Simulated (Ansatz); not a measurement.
# AlAsCl3H3: the cost of one run

Program: Ansatz 0.2.0, Gaussian basis. Level of theory: the settings change from run to run. These are calculated values, not measurements.

## 1. The geometry

An earlier PBE0-D4 in a triple-zeta def2 set relaxation fixed the geometry.

SMILES `[Cl][Al-]([Cl])([Cl])[AsH3+]`, 8 atoms, charge 0, spin multiplicity 1.

Atoms are counted from 1 here; the program's logs count them from 0.

Bond lengths: Cl1–Al2 2.104 Å, Al2–Cl3 2.104 Å, Al2–Cl4 2.104 Å, Al2–As5 2.579 Å, As5–H6 1.503 Å, As5–H7 1.503 Å, As5–H8 1.503 Å. Angles: Cl1–Al2–Cl3 117.3°, Cl1–Al2–Cl4 117.3°, Cl1–Al2–As5 99.6°, Cl3–Al2–Cl4 117.3°, Cl3–Al2–As5 99.6°, Cl4–Al2–As5 99.6°, Al2–As5–H6 118.3°, Al2–As5–H7 118.4°, Al2–As5–H8 118.4°, H6–As5–H7 99.3°, H6–As5–H8 99.3°, H7–As5–H8 99.3°.

As a file:

```
Cl   -0.0399   -1.7442    2.0994
Al    0.4426   -1.3626    0.0875
Cl    2.4777   -1.1183   -0.3863
Cl   -0.7921   -2.2263   -1.3806
As   -0.3370    1.0894   -0.0835
H    -1.7840    1.3984    0.1828
H     0.2994    2.1060    0.8229
H    -0.1746    1.8005   -1.3981
```

## 2. wB97/def2-SVPD

Options: charge -1, multiplicity 2, density fitting with def2-universal-jkfit.

in.yaml

```yaml
crystal:
  periodic: [false, false, false]
  atoms:
    - {symbol: Cl, position_ang: [-0.039856, -1.744242, 2.099364]}
    - {symbol: Al, position_ang: [0.442613, -1.362598, 0.087511]}
    - {symbol: Cl, position_ang: [2.477725, -1.118290, -0.386254]}
    - {symbol: Cl, position_ang: [-0.792094, -2.226333, -1.380611]}
    - {symbol: As, position_ang: [-0.337002, 1.089417, -0.083516]}
    - {symbol: H, position_ang: [-1.784003, 1.398353, 0.182815]}
    - {symbol: H, position_ang: [0.299450, 2.106020, 0.822933]}
    - {symbol: H, position_ang: [-0.174632, 1.800471, -1.398142]}
basis:
  gaussian: {orbitals: def2-SVPD, fitting: {mean_field: def2-universal-jkfit}}
total_charge: -1
magnetization: {spin_polarized: true, initial_magnetization: 1}
hamiltonian: {xc: {name: wB97}}
output: {forces: true}
```

On the command line:

```console
$ ansatz run in.yaml --threads 4 --pin off --events-out ev --progress --plain --max-ram 10444MiB
```

**Question.** How long does this run take on 4 threads of Arm Neoverse V1, shared host, and how much memory does it need?

About 46 s, with a peak of 0.93 GiB.
